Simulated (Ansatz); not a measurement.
# CH4ClFGeOS: one species, many methods

An exercise on one series of results from a longer session: the logs are not shown, and one member is left open.

Program: Ansatz 0.2.0, Gaussian basis. Level of theory: functionals in def2-TZVPP, the program's frozen cores in correlated methods. These are calculated values, not measurements.

Levels to be run: PBE-D4, r2SCAN-D4, PBE0-D4, B3LYP-D4, ωB97X-V, ωB97M-V, B2PLYP; CCSD(T)/def2-TZVPP; MP2/def2-QZVPP; extrapolation to the limit.

### The geometry

All runs share one geometry, relaxed beforehand with PBE0-D4 in a triple-zeta def2 set.

10 atoms, charge 0, spin multiplicity 1.

Atoms are counted from 1 here; the program's logs count them from 0.

Bond lengths: C1–O2 1.421 Å, C1–H7 1.091 Å, C1–H8 1.094 Å, C1–H9 1.095 Å, O2–Ge3 1.746 Å, Ge3–F4 1.728 Å, Ge3–S5 2.176 Å, Ge3–Cl6 2.126 Å, S5–H10 1.346 Å. Angles: O2–C1–H7 107.0°, O2–C1–H8 111.5°, O2–C1–H9 111.4°, H7–C1–H8 109.0°, H7–C1–H9 108.7°, H8–C1–H9 109.1°, C1–O2–Ge3 119.9°, O2–Ge3–F4 106.5°, O2–Ge3–S5 109.6°, O2–Ge3–Cl6 112.5°, F4–Ge3–S5 112.6°, F4–Ge3–Cl6 104.7°, S5–Ge3–Cl6 110.9°, Ge3–S5–H10 91.1°.

The first run:

Input file in.yaml:

```yaml
crystal:
  periodic: [false, false, false]
  atoms:
    - {symbol: C, position_ang: [0.624609, -0.806114, -1.324022]}
    - {symbol: O, position_ang: [0.751767, 0.077529, -0.218895]}
    - {symbol: Ge, position_ang: [-0.583320, 0.286054, 0.886374]}
    - {symbol: F, position_ang: [-1.959050, 0.690884, -0.077616]}
    - {symbol: S, position_ang: [-0.094508, 1.834377, 2.334941]}
    - {symbol: Cl, position_ang: [-1.123899, -1.523612, 1.862303]}
    - {symbol: H, position_ang: [1.561289, -0.757674, -1.880408]}
    - {symbol: H, position_ang: [-0.196395, -0.509775, -1.982885]}
    - {symbol: H, position_ang: [0.465331, -1.837565, -0.994329]}
    - {symbol: H, position_ang: [0.554196, 2.545896, 1.394547]}
basis:
  gaussian: {orbitals: def2-TZVPP}
hamiltonian: {xc: pbe, dispersion: d4}
output: {forces: true, orbitals: {seedname: orbitals}}
```

Launch:

```console
> ansatz run in.yaml --threads 2 --pin off --events-out ev --progress --plain --max-ram 32768MiB --backend cuda --devices 0, --max-vram 18GiB
```

Among the steps run: PBE-D4 (GGA); r2SCAN-D4 (meta-GGA); PBE0-D4 (hybrid); B3LYP-D4 (hybrid); ωB97X-V (range-separated); ωB97M-V (range-separated); B2PLYP (double hybrid); CCSD(T) in def2-TZVPP; MP2 in def2-QZVPP.

One of the session's tables, all rows but one given; the rest of the session is left out.

| method | atomisation energy (kcal/mol) |
| --- | --- |
| PBE-D4 | 855.8 |
| r2SCAN-D4 | ? |
| PBE0-D4 | 835.5 |
| B3LYP-D4 | 829.8 |
| ωB97X-V | 843.7 |
| ωB97M-V | 839.7 |
| B2PLYP | 825.2 |
| HF/def2-TZVPP | 587.2 |
| MP2/def2-TZVPP | 842.3 |
| CCSD/def2-TZVPP | 802.1 |
| CCSD(T)/def2-TZVPP | 818.7 |
| MP2/CBS | 865.0 |
| CCSD(T)/CBS | 841.4 |

Estimate the missing values for r2SCAN-D4.

The run gave: atomisation energy (kcal/mol): 843.5. In the column «atomisation energy (kcal/mol)» it lies between MP2/def2-TZVPP (842.3) and ωB97X-V (843.7).

To keep in mind: Free atoms (1 C, 1 O, 1 Ge, 1 F, 1 S, 1 Cl, 4 H) were run apart at each level; the atomisation energy is their sum less the molecule, without zero-point or spin-orbit terms.
